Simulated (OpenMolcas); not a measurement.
# SiF3 (trifluorosilyl): UPW91/cc-pVTZ, part 1 of 2

Aim: the vertical doublet–quartet gap of SiF3 (trifluorosilyl) at UPW91/cc-pVTZ, from 2 runs. 

The results are computed with OpenMolcas 26.06.

## (1) The structure to begin with

The species is SiF3 (4 atoms), meant as a doublet with charge 0. As SMILES, `F[Si](F)F`. Geometry: relaxed at PBE0-D4/def2-TZVP.

Bond lengths: F1–Si2 1.581 Å, Si2–F3 1.581 Å, Si2–F4 1.581 Å. Angles: F1–Si2–F3 107.9°, F1–Si2–F4 107.9°, F3–Si2–F4 107.9°.

## (2) A single-point energy at UPW91/cc-pVTZ

job.inp reads:

```
>>> EXPORT MOLCAS_PRINT=2

&GATEWAY
  BASLIB=$CurrDir
  COORD
  4
  angstrom
  F        0.784850      -0.507040       1.151700
  Si      -0.282750       0.213060       0.234280
  F       -0.994260      -0.892250      -0.644340
  F        0.492160       1.186230      -0.741640
  BASIS=cc-pVTZ
  GROUP=NoSym

&SEWARD

&SCF
  UHF
  SPIN=2
  KSDFT=2
  1.0 GGA_X_PW91
  1.0 GGA_C_PW91
  PRORBITALS=1 1
```

The basis set cc-pVTZ is read from a file made from the Basis Set Exchange's data (not shown).

On the command line:

```sh
$ export MOLCAS_MEM=1860
$ pymolcas job.inp > job.log
```

Output:

```text
--- Start Module: gateway ---

                                              &GATEWAY

                       available to each process: 1.9 GB of memory, 1 thread

 Basis Set     1 Label: F.CC-PVTZ
 Basis set is read from library:.
 basistype.tbl is not found

 Basis Set     2 Label: SI.CC-PVTZ
 Basis set is read from library:.
 basistype.tbl is not found

 Basis Set     3 Label: F.CC-PVTZ
 Basis set is read from library:.
 basistype.tbl is not found

++    Symmetry information:
      ---------------------

                    Character Table for C1

                             E
                    a        1  x, y, xy, Rz, z, xz, Ry, yz, Rx, I
--

++    Basis set information:
      ----------------------

      Basis set label: F.CC-PVTZ.........

      Electronic valence basis set:
      ------------------
      Associated Effective Charge   9.000000 au
      Associated Actual Charge      9.000000 au
      Nuclear Model: Point charge

      Shell  nPrim  nBasis  Cartesian Spherical Contaminant
         s      10       4        X
         p       5       3        X
         d       2       2                 X
         f       1       1                 X

      Basis set label: SI.CC-PVTZ.........

      Electronic valence basis set:
      ------------------
      Associated Effective Charge  14.000000 au
      Associated Actual Charge     14.000000 au
      Nuclear Model: Point charge

      Shell  nPrim  nBasis  Cartesian Spherical Contaminant
         s      15       5        X
         p       9       4        X
         d       2       2                 X
         f       1       1                 X

      Basis set label: F.CC-PVTZ.........

      Electronic valence basis set:
      ------------------
      Associated Effective Charge   9.000000 au
      Associated Actual Charge      9.000000 au
      Nuclear Model: Point charge

      Shell  nPrim  nBasis  Cartesian Spherical Contaminant
         s      10       4        X
         p       5       3        X
         d       2       2                 X
         f       1       1                 X
--

++    Molecular structure info:
      -------------------------

                    ************************************************
                    **** Cartesian Coordinates / bohr, angstrom ****
                    ************************************************

     Center  Label                x              y              z                     x              y              z
        1      F1               1.483152      -0.958167       2.176398              0.784850      -0.507040       1.151700
        2      SI2             -0.534320       0.402625       0.442725             -0.282750       0.213060       0.234280
        3      F3              -1.878879      -1.686108      -1.217626             -0.994260      -0.892250      -0.644340
        4      F4               0.930048       2.241650      -1.401496              0.492160       1.186230      -0.741640

                    ***************************************
                    *    InterNuclear Distances / bohr    *
                    ***************************************

               1 F1            2 SI2           3 F3            4 F4
    1 F1       0.000000
    2 SI2      2.987903        0.000000
    3 F3       4.832447        2.987877        0.000000
    4 F4       4.831778        2.987899        4.832304        0.000000

                    *******************************************
                    *    InterNuclear Distances / angstrom    *
                    *******************************************

               1 F1            2 SI2           3 F3            4 F4
    1 F1       0.000000
    2 SI2      1.581130        0.000000
    3 F3       2.557221        1.581117        0.000000
    4 F4       2.556867        1.581128        2.557145        0.000000

                    **************************************
                    *    Valence Bond Angles / degree    *
                    **************************************
                          Atom centers                 Phi
                      1 F1       2 SI2      3 F3       107.93
                      1 F1       2 SI2      4 F4       107.91
                      3 F3       2 SI2      4 F4       107.93
--

            Nuclear Potential Energy            176.79845118 au

--- Stop Module: gateway /rc=_RC_ALL_IS_WELL_ ---

--- Start Module: seward ---

                                              &SEWARD

                       available to each process: 1.9 GB of memory, 1 thread

               SEWARD will generate:
                  Multipole Moment integrals up to order  2
                  Kinetic Energy integrals
                  Nuclear Attraction integrals (point charge)
                  One-Electron Hamiltonian integrals
                  Velocity integrals
                  Orbital angular momentum around ( -0.0565   0.0425   0.0468 )
                  Velocity quadrupole around ( -0.0565   0.0425   0.0468 )
                  Two-Electron Repulsion integrals

                   Integrals are discarded if absolute value <: 1.00E-14
                   Integral cutoff threshold is set to       <: 1.00E-16

            Nuclear Potential Energy            176.79845118 au

      Basis set specifications :
      Symmetry species         a
      Basis functions          124

--- Stop Module: seward /rc=_RC_ALL_IS_WELL_ ---
--- Module seward spent 7 seconds ---

--- Start Module: scf ---

                                                &SCF

                       available to each process: 1.9 GB of memory, 1 thread

++    Input section:
      --------------

[... 11 lines left out ...]
      Nuclear repulsion energy =  176.79845118
[... 70 lines left out ...]
++ Convergence information
                               UHF [...]      iterations: Energy and convergence statistics
[... 16 lines left out ...]
       Convergence after  12 Iterations
[... 3 lines left out ...]
 *                                             SCF/KS-DFT Program, Final results                                             *
 *                                                       Final Results                                                       *
[... 53 lines left out ...]
          Orbital           11        12        13        14        15        16        17        18        19        20
          Energy           -1.1093   -0.5299   -0.4648   -0.4648   -0.4333   -0.4138   -0.4138   -0.3913   -0.3912   -0.3759
          Occ. No.          1.0000    1.0000    1.0000    1.0000    1.0000    1.0000    1.0000    1.0000    1.0000    1.0000

          Orbital           21        22        23        24        25        26        27        28        29        30
          Energy           -0.1584    0.0319    0.0320    0.0454    0.1764    0.2253    0.2282    0.2282    0.3026    0.3026
          Occ. No.          0.0000    0.0000    0.0000    0.0000    0.0000    0.0000    0.0000    0.0000    0.0000    0.0000

          Orbital           31
          Energy            0.3073
          Occ. No.          0.0000

--

++    Molecular charges:
      ------------------

      Mulliken charges per centre and basis function type
      ---------------------------------------------------

                            F1                      SI2                     F3                      F4
                     alpha        beta       alpha        beta       alpha        beta       alpha        beta
      1s           1.9388      1.9394      2.7893      2.3306      1.9388      1.9394      1.9388      1.9394
      2px          0.8864      0.8546      1.3250      1.1713      0.9042      0.9034      0.9055      0.8821
      2pz          0.8910      0.8913      1.2868      1.1795      0.8983      0.8772      0.8919      0.8682
[... 16 lines of this table left out ...]
      Charge           -0.2100                  0.6301                 -0.2100                 -0.2100

      Total electronic charge=   41.000000

      Total            charge=   -0.000000
--

++    Molecular orbitals:
      -------------------

      Title: Natural orbitals

      Molecular orbitals for symmetry species 1: a

          Orbital            1         2         3         4         5         6         7         8         9        10
          Energy          -65.5727  -24.2864  -24.2822  -24.2786   -4.9377   -3.5071   -3.5061   -3.3413   -0.3768   -0.8811
          Occ. No.          2.0000    2.0000    2.0000    2.0000    2.0000    2.0000    2.0000    2.0000    2.0000    2.0000

          Orbital           11        12        13        14        15        16        17        18        19        20
          Energy           -0.8829   -1.3547   -0.6173   -0.6178   -0.7211   -0.5266   -0.5266   -0.4469   -0.4468   -0.5078
          Occ. No.          2.0000    2.0000    2.0000    2.0000    2.0000    2.0000    2.0000    1.9999    1.9999    1.9997

          Orbital           21        22        23        24        25        26        27        28        29        30
          Energy           -0.1953    0.3497    0.3225    0.3226    1.0841    1.0844    0.6639    1.2064    1.2067    1.7459
          Occ. No.          1.0000    0.0003    0.0001    0.0001    0.0000    0.0000    0.0000    0.0000    0.0000    0.0000

          Orbital           31        32        33        34        35        36        37        38        39        40
          Energy            2.0764    2.0765    2.1619    1.3642    0.9872    0.9872    1.6771    7.9779    7.9780    8.0261
          Occ. No.          0.0000    0.0000    0.0000    0.0000    0.0000    0.0000    0.0000    0.0000    0.0000    0.0000

          Orbital           41        42        43        44        45        46        47        48        49        50
          Energy            2.0185    0.8155    0.2853    0.8158    0.5149    1.2732    1.2741    1.8942    0.8964    0.5660
          Occ. No.          0.0000    0.0000    0.0000    0.0000    0.0000    0.0000    0.0000    0.0000    0.0000    0.0000

          Orbital           51        52        53        54        55        56        57        58        59        60
          Energy            0.8080    2.4144    3.5000    1.5715    1.6004    1.5981    1.2909    1.7087    1.8364    0.8348
          Occ. No.          0.0000    0.0000    0.0000    0.0000    0.0000    0.0000    0.0000    0.0000    0.0000    0.0000

          Orbital           61        62        63        64        65        66        67        68        69        70
          Energy            1.0268    1.7788    3.3037    2.0352    6.6915    3.2354    1.5085    4.1656    2.3933    1.7779
          Occ. No.          0.0000    0.0000    0.0000    0.0000    0.0000    0.0000    0.0000    0.0000    0.0000    0.0000

          Orbital           71        72        73        74        75        76        77        78        79        80
          Energy            6.5130    6.3285    6.0391    6.2102    1.7251    4.3021    7.3238    6.7715    6.9667    7.0985
          Occ. No.          0.0000    0.0000    0.0000    0.0000    0.0000    0.0000    0.0000    0.0000    0.0000    0.0000

          Orbital           81        82        83        84        85        86        87        88        89        90
          Energy            6.5917    2.3215    6.0621    1.6251    5.9286    6.6522    8.0480    7.1587    6.4565    6.5853
          Occ. No.          0.0000    0.0000    0.0000    0.0000    0.0000    0.0000    0.0000    0.0000    0.0000    0.0000

          Orbital           91        92        93        94        95        96        97        98        99       100
          Energy            6.4859    6.4274    6.5505    3.7982    2.4432    2.2015    4.4521    6.5177    8.3252    6.4845
          Occ. No.          0.0000    0.0000    0.0000    0.0000    0.0000    0.0000    0.0000    0.0000    0.0000    0.0000

          Orbital          101       102       103       104       105       106       107       108       109       110
          Energy            6.3023    6.6238    7.8193    9.5646    6.6075    4.4534    6.4669    3.7976    6.6152    6.6398
          Occ. No.          0.0000    0.0000    0.0000    0.0000    0.0000    0.0000    0.0000    0.0000    0.0000    0.0000

          Orbital          111       112       113       114       115       116       117       118       119
          Energy            5.8851    6.6092    8.3525    9.7415    8.1061    6.6823    1.8300    2.4834    6.6411
          Occ. No.          0.0000    0.0000    0.0000    0.0000    0.0000    0.0000    0.0000    0.0000    0.0000

--

++    Molecular properties:
      ---------------------

      Charge (e):
                      =   -0.0000
      Dipole Moment (debye):
      Origin of the operator (angstrom)=   -0.0299    0.0225    0.0248
                   X= -6.4469E-01               Y=  4.8533E-01               Z=  5.3380E-01           Total=  9.6752E-01
      Quadrupole Moment (debye*angstrom):
      Origin of the operator (angstrom)=   -0.0299    0.0225    0.0248
                  XX= -2.6999E+01              XY= -9.2800E-01              XZ= -1.0201E+00              YY= -2.7530E+01
                  YZ=  7.6876E-01              ZZ= -2.7384E+01
      In traceless form (debye*angstrom)
                  XX=  4.5745E-01              XY= -1.3920E+00              XZ= -1.5301E+00              YY= -3.3814E-01
                  YZ=  1.1531E+00              ZZ= -1.1931E-01
--

--- Stop Module: scf /rc=_RC_ALL_IS_WELL_ ---
--- Module scf spent 18 seconds ---

.##################.
.# Happy landing! #.
.##################.

    Timing: Wall=25.52 User=20.05 System=5.41
```

It took 26 s on 1 thread of Arm Neoverse V1, shared host; peak memory 0.82 GiB.

(Continued in part 2 of 2.)
